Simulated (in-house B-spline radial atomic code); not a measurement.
**Ce²⁷⁺: excited configurations**

How much energy does it take to promote electrons of Ce²⁷⁺ to other shells? Each configuration is solved by itself and compared with the reference.

Program: in-house B-spline radial atomic code version 1. Level of theory: Dirac-Hartree-Fock, average of configuration, Fermi nucleus, basis-set limit. These are calculated values, not measurements, unless marked.

### Step 1. The system

```
element       : cerium (Z = 58)
charge        : +27
electrons     : 31
configuration : [Ar] 3d10 4s2 4p1
Hamiltonian   : Dirac-Coulomb
nucleus       : Fermi, rms radius 4.877 fm
```

Outer shells as boxes (Hund's rule):

[Ar] 3d10 4s2 4p1
```
[Ar] core
3d [↑↓][↑↓][↑↓][↑↓][↑↓]
4s [↑↓]
4p [↑ ][  ][  ]
```

The boxes draw the filling by Hund's rule, which heavy ions in jj coupling don't follow; these runs average over all states of the configuration.

Input settings:

```ini
Z = 58
electrons = 31.0
configuration = [Ar] 3d10 4s2 4p1
hamiltonian = dirac
method = hf
spin_polarised = False
nucleus = fermi
rms_radius = 4.8771
mass_number = 140
atomic_mass = 139.905448433
speed_of_light = 137.035999084
```

The reference is known from an earlier run: -8501.754799 hartree in all. Up to eight levels, counted from the top:

```tsv
orbital	occupation	energy (eV)	<r> (bohr)
3s1/2	2	-2310.27	0.2731
3p1/2	2	-2147.09	0.2633
3p3/2	4	-2053.76	0.2744
3d3/2	4	-1778.65	0.2450
3d5/2	6	-1758.63	0.2485
4s1/2	2	-1023.49	0.5706
4p1/2	0.333333	-966.60	0.5730
4p3/2	0.666667	-940.16	0.5895
```

### Step 2. Run with [Ar] 3d9 4s2 4p1 5d1

Input settings:

```ini
Z = 58
electrons = 31.0
configuration = [Ar] 3d9 4s2 4p1 5d1
hamiltonian = dirac
method = hf
spin_polarised = False
nucleus = fermi
rms_radius = 4.8771
mass_number = 140
atomic_mass = 139.905448433
speed_of_light = 137.035999084
```

### Step 3. Run with [Ar] 3d10 4s2 5f1

The settings differ from step 2 so:

```diff
@@ -2,3 +2,3 @@
 electrons = 31.0
-configuration = [Ar] 3d9 4s2 4p1 5d1
+configuration = [Ar] 3d10 4s2 5f1
 hamiltonian = dirac
```

### Step 4. [Ar] 3d10 4s2 6s1

The settings differ from step 3 so:

```diff
@@ -2,3 +2,3 @@
 electrons = 31.0
-configuration = [Ar] 3d10 4s2 5f1
+configuration = [Ar] 3d10 4s2 6s1
 hamiltonian = dirac
```

### Step 5. Configuration [Ar] 3d9 4s2 4p1 4f1

The settings differ from step 4 so:

```diff
@@ -2,3 +2,3 @@
 electrons = 31.0
-configuration = [Ar] 3d10 4s2 6s1
+configuration = [Ar] 3d9 4s2 4p1 4f1
 hamiltonian = dirac
```

### Step 6. Run with [Ar] 3d10 4s2 7s1

The settings differ from step 5 so:

```diff
@@ -2,3 +2,3 @@
 electrons = 31.0
-configuration = [Ar] 3d9 4s2 4p1 4f1
+configuration = [Ar] 3d10 4s2 7s1
 hamiltonian = dirac
```

Before running: How far above the reference does each configuration lie (order and size, in eV)?

The runs gave:

| net move | configuration | energy above the reference (eV) | with Breit, QED, recoil (eV) | largest <r> (bohr) |
| --- | --- | --- | --- | --- |
| 4p → 5f | [Ar] 3d10 4s2 5f1 | 494.69 | 494.01 | 1.04 |
| 4p → 6s | [Ar] 3d10 4s2 6s1 | 562.70 | 562.24 | 1.49 |
| 4p → 7s | [Ar] 3d10 4s2 7s1 | 676.59 | 676.03 | 2.11 |
| 3d → 4f | [Ar] 3d9 4s2 4p1 4f1 | 1031.69 | 1030.74 | 0.584 |
| 3d → 5d | [Ar] 3d9 4s2 4p1 5d1 | 1255.39 | 1254.55 | 1.03 |

Quantum defects of the promoted electron, δ = n − ζ/√(−2ε) with ζ = 28 and ε its orbital energy in hartree:

| promotion | δ |
| --- | --- |
| 4p → 5f | 0.153 |
| 4p → 6s | 0.743 |
| 4p → 7s | 0.739 |
| 3d → 5d | 0.410 |

**Reading.** At the bottom stands 4p → 5f (494.69 eV), at the top 3d → 5d (1255.39 eV). Koopmans' estimate of the ionisation threshold is 940.16 eV; 2 configurations exceed it by over 2 % and could autoionise. Of those tabulated, the defect is largest for 6s (0.74) and least for 5f (0.15); at this charge much of the defect is relativistic. Two partly filled shells share a symmetry and can mix in the average, which may lower the energy, for: 3d → 5d. These are averages over configurations, without correlation, not spectroscopic levels.
